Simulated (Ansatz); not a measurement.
# Mg27SbO26: the cost of one run

Program: Ansatz 0.2.0. Level of theory: DFT, PBE, plane-wave PAW, default files, scalar-relativistic, as far as a step names no other. These are calculated values, not measurements.

The COD entry's cell or inner coordinates are ideal or old and differ from later refinements, so a difference from it is no clean test against experiment.

### Step 1. The system as given

Symmetry: Imm2, No. 44, orthorhombic system. Conventional cell: a = 8.946 Å, b = 12.651 Å, c = 8.946 Å, α = 90.00°, β = 90.00°, γ = 90.00°. Mg (site symmetry m) has 6 O at 2.11 Å in its first shell of neighbours. Mg (site symmetry m) is surrounded by 5 O at 2.11 Å and 1 Sb at 2.11 Å. Mg (site symmetry m) has 5 O at 2.11 Å and 1 Sb at 2.19 Å in its first shell of neighbours. Mg (site symmetry m) is surrounded by 1 Sb at 2.03 Å and 5 O at 2.11 Å. Mg (site symmetry 1) has 6 O at 2.11 Å in its first shell of neighbours. Only part of the 24 independent sites is listed.

Structure file:

```
CELL_PARAMETERS angstrom
0.00000 6.32550 6.32550
6.32550 0.00000 6.32550
6.32550 6.32550 0.00000
ATOMIC_POSITIONS crystal
Mg 0.00000 0.00000 0.00000
Mg 0.00000 0.00000 0.33333
Mg 0.00000 0.00000 0.66667
Mg 0.00000 0.33333 0.00000
Mg 0.00000 0.33333 0.33333
Mg 0.00000 0.33333 0.66667
Mg 0.00000 0.66667 0.00000
Mg 0.00000 0.66667 0.33333
Mg 0.00000 0.66667 0.66667
Mg 0.33333 0.00000 0.00000
Mg 0.33333 0.00000 0.33333
Mg 0.33333 0.00000 0.66667
Mg 0.33333 0.33333 0.00000
Mg 0.33333 0.33333 0.33333
Mg 0.33333 0.33333 0.66667
Mg 0.33333 0.66667 0.00000
Mg 0.33333 0.66667 0.33333
Mg 0.33333 0.66667 0.66667
Mg 0.66667 0.00000 0.00000
Mg 0.66667 0.00000 0.33333
Mg 0.66667 0.00000 0.66667
Mg 0.66667 0.33333 0.00000
Mg 0.66667 0.33333 0.33333
Mg 0.66667 0.33333 0.66667
Mg 0.66667 0.66667 0.00000
Mg 0.66667 0.66667 0.33333
Mg 0.66667 0.66667 0.66667
Sb 0.16667 0.16667 0.18008
O 0.16667 0.16667 0.50000
O 0.16667 0.16667 0.83333
O 0.16667 0.50000 0.16667
O 0.16667 0.50000 0.50000
O 0.16667 0.50000 0.83333
O 0.16667 0.83333 0.16667
O 0.16667 0.83333 0.50000
O 0.16667 0.83333 0.83333
O 0.50000 0.16667 0.16667
O 0.50000 0.16667 0.50000
O 0.50000 0.16667 0.83333
O 0.50000 0.50000 0.16667
O 0.50000 0.50000 0.50000
O 0.50000 0.50000 0.83333
O 0.50000 0.83333 0.16667
O 0.50000 0.83333 0.50000
O 0.50000 0.83333 0.83333
O 0.83333 0.16667 0.16667
O 0.83333 0.16667 0.50000
O 0.83333 0.16667 0.83333
O 0.83333 0.50000 0.16667
O 0.83333 0.50000 0.50000
O 0.83333 0.50000 0.83333
O 0.83333 0.83333 0.16667
O 0.83333 0.83333 0.50000
O 0.83333 0.83333 0.83333
```

Atom 28 of the input is the impurity.

### Step 2. Relaxation of the positions

input.yaml reads:

```yaml
crystal:
  lattice:
    - [0.0, 6.3255, 6.3255]
    - [6.3255, 0.0, 6.3255]
    - [6.3255, 6.3255, 0.0]
  atoms:
    - { symbol: Mg, position: [0.0, 0.0, 0.0] }
    - { symbol: Mg, position: [0.0, 0.0, 0.3333333333] }
    - { symbol: Mg, position: [0.0, 0.0, 0.6666666667] }
    - { symbol: Mg, position: [0.0, 0.3333333333, 0.0] }
    - { symbol: Mg, position: [0.0, 0.3333333333, 0.3333333333] }
    - { symbol: Mg, position: [0.0, 0.3333333333, 0.6666666667] }
    - { symbol: Mg, position: [0.0, 0.6666666667, 0.0] }
    - { symbol: Mg, position: [0.0, 0.6666666667, 0.3333333333] }
    - { symbol: Mg, position: [0.0, 0.6666666667, 0.6666666667] }
    - { symbol: Mg, position: [0.3333333333, 0.0, 0.0] }
    - { symbol: Mg, position: [0.3333333333, 0.0, 0.3333333333] }
    - { symbol: Mg, position: [0.3333333333, 0.0, 0.6666666667] }
    - { symbol: Mg, position: [0.3333333333, 0.3333333333, 0.0] }
    - { symbol: Mg, position: [0.3333333333, 0.3333333333, 0.3333333333] }
    - { symbol: Mg, position: [0.3333333333, 0.3333333333, 0.6666666667] }
    - { symbol: Mg, position: [0.3333333333, 0.6666666667, 0.0] }
    - { symbol: Mg, position: [0.3333333333, 0.6666666667, 0.3333333333] }
    - { symbol: Mg, position: [0.3333333333, 0.6666666667, 0.6666666667] }
    - { symbol: Mg, position: [0.6666666667, 0.0, 0.0] }
    - { symbol: Mg, position: [0.6666666667, 0.0, 0.3333333333] }
    - { symbol: Mg, position: [0.6666666667, 0.0, 0.6666666667] }
    - { symbol: Mg, position: [0.6666666667, 0.3333333333, 0.0] }
    - { symbol: Mg, position: [0.6666666667, 0.3333333333, 0.3333333333] }
    - { symbol: Mg, position: [0.6666666667, 0.3333333333, 0.6666666667] }
    - { symbol: Mg, position: [0.6666666667, 0.6666666667, 0.0] }
    - { symbol: Mg, position: [0.6666666667, 0.6666666667, 0.3333333333] }
    - { symbol: Mg, position: [0.6666666667, 0.6666666667, 0.6666666667] }
    - { symbol: Sb, position: [0.1666666667, 0.1666666667, 0.1800810709], spin: 1.0 }
    - { symbol: O, position: [0.1666666667, 0.1666666667, 0.5] }
    - { symbol: O, position: [0.1666666667, 0.1666666667, 0.8333333333] }
    - { symbol: O, position: [0.1666666667, 0.5, 0.1666666667] }
    - { symbol: O, position: [0.1666666667, 0.5, 0.5] }
    - { symbol: O, position: [0.1666666667, 0.5, 0.8333333333] }
    - { symbol: O, position: [0.1666666667, 0.8333333333, 0.1666666667] }
    - { symbol: O, position: [0.1666666667, 0.8333333333, 0.5] }
    - { symbol: O, position: [0.1666666667, 0.8333333333, 0.8333333333] }
    - { symbol: O, position: [0.5, 0.1666666667, 0.1666666667] }
    - { symbol: O, position: [0.5, 0.1666666667, 0.5] }
    - { symbol: O, position: [0.5, 0.1666666667, 0.8333333333] }
    - { symbol: O, position: [0.5, 0.5, 0.1666666667] }
    - { symbol: O, position: [0.5, 0.5, 0.5] }
    - { symbol: O, position: [0.5, 0.5, 0.8333333333] }
    - { symbol: O, position: [0.5, 0.8333333333, 0.1666666667] }
    - { symbol: O, position: [0.5, 0.8333333333, 0.5] }
    - { symbol: O, position: [0.5, 0.8333333333, 0.8333333333] }
    - { symbol: O, position: [0.8333333333, 0.1666666667, 0.1666666667] }
    - { symbol: O, position: [0.8333333333, 0.1666666667, 0.5] }
    - { symbol: O, position: [0.8333333333, 0.1666666667, 0.8333333333] }
    - { symbol: O, position: [0.8333333333, 0.5, 0.1666666667] }
    - { symbol: O, position: [0.8333333333, 0.5, 0.5] }
    - { symbol: O, position: [0.8333333333, 0.5, 0.8333333333] }
    - { symbol: O, position: [0.8333333333, 0.8333333333, 0.1666666667] }
    - { symbol: O, position: [0.8333333333, 0.8333333333, 0.5] }
    - { symbol: O, position: [0.8333333333, 0.8333333333, 0.8333333333] }
magnetization:
  spin_polarized: true
kpoints:
  mp_grid: { grid: [3, 3, 3] }
scf:
  occupations: { method: fermi_dirac, width: 0.01 }
hamiltonian:
  xc: pbe
  pseudopotentials: { kind: paw }
output:
  forces: true
  stress: true
  populations: true
  efg:
    quadrupole_moments_barn: { Mg: 0.1994, Sb: -0.543, O: -0.02558 }
    contact_densities: true
relax:
  f_tol: 0.03
  max_steps: 40
```

Started as:

```bash
> ansatz run input.yaml --threads 4 --pin off --max-ram 10240MiB --backend cpu --events-out ev --progress --plain --runs-dir out
```

**Question.** How long does this run take on 4 threads of Arm Neoverse V2, shared host, and how much memory does it need?

About 8 min, with a peak of 4.3 GiB.
